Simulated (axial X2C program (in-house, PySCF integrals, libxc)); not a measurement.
**A two-component session on Sr₂⁻: properties at the nuclei**

Wanted for Sr₂⁻: properties at the nuclei, at the two-component level.

Method: two-component X2C with atomic mean-field terms, Sr dyall-acv3z; program: an in-house X2C program for linear molecules on PySCF integrals.

All values are calculated.

## 1. Input

task.json

```json
{
 "zs": [
  38,
  38
 ],
 "q": -1,
 "bas": [
  "dyall-acv3z",
  "dyall-acv3z"
 ],
 "r0": 3.7,
 "levels": [
  "PBE0",
  "HF",
  "B3LYP",
  "BP86",
  "r2SCAN"
 ],
 "nst": 3
}
```

Keys: zs atomic numbers; q charge; bas basis sets; r0 starting distance in Å; levels methods (HF also brings MP2); nst determinants followed.

Command:

```bash
$ python soeom.py task.json out
```

The runs that follow: Expectation values, lowest determinant; Expectation values, a higher determinant; Expectation values, a higher determinant.

Before running it: what results should come out? Wanted: lowest determinant; A∥/gI Sr; qzz Sr; higher determinant (for each run or level that gives them).

As calculated:

| quantity | value |
| --- | --- |
| lowest determinant | Ω = 1/2 (excess of +ω over −ω: ω = 1/2) |
| A∥/gI Sr (MHz), PBE0 | 181 |
| qzz Sr (a.u.), PBE0 | -0.07 |
| higher determinant | Ω = 3/2 (excess of +ω over −ω: ω = 3/2) |
| A∥/gI Sr (MHz), PBE0, higher determinant | 10.8 |
| qzz Sr (a.u.), PBE0, higher determinant | -0.09 |
| higher determinant | Ω = 1/2 (excess of +ω over −ω: 2 × ω = -1/2, ω = 3/2) |
| A∥/gI Sr (MHz), PBE0, higher determinant | -1250 |
| qzz Sr (a.u.), PBE0, higher determinant | 0.04 |

In words: The expectation values come from single determinants, which for open shells can mix terms of unlike spin or miss the lowest Ω, so a determinant need not be a state. A∥ is the parallel hyperfine constant, which follows by multiplying with the nuclear g factor gI = μI/(I μN); qzz is the electric field gradient, eQq0 = 234.96 MHz × Q/barn × qzz. The operators were transformed with the bare-nucleus X2C matrices. A second determinant lies within 0.1 eV of the first.
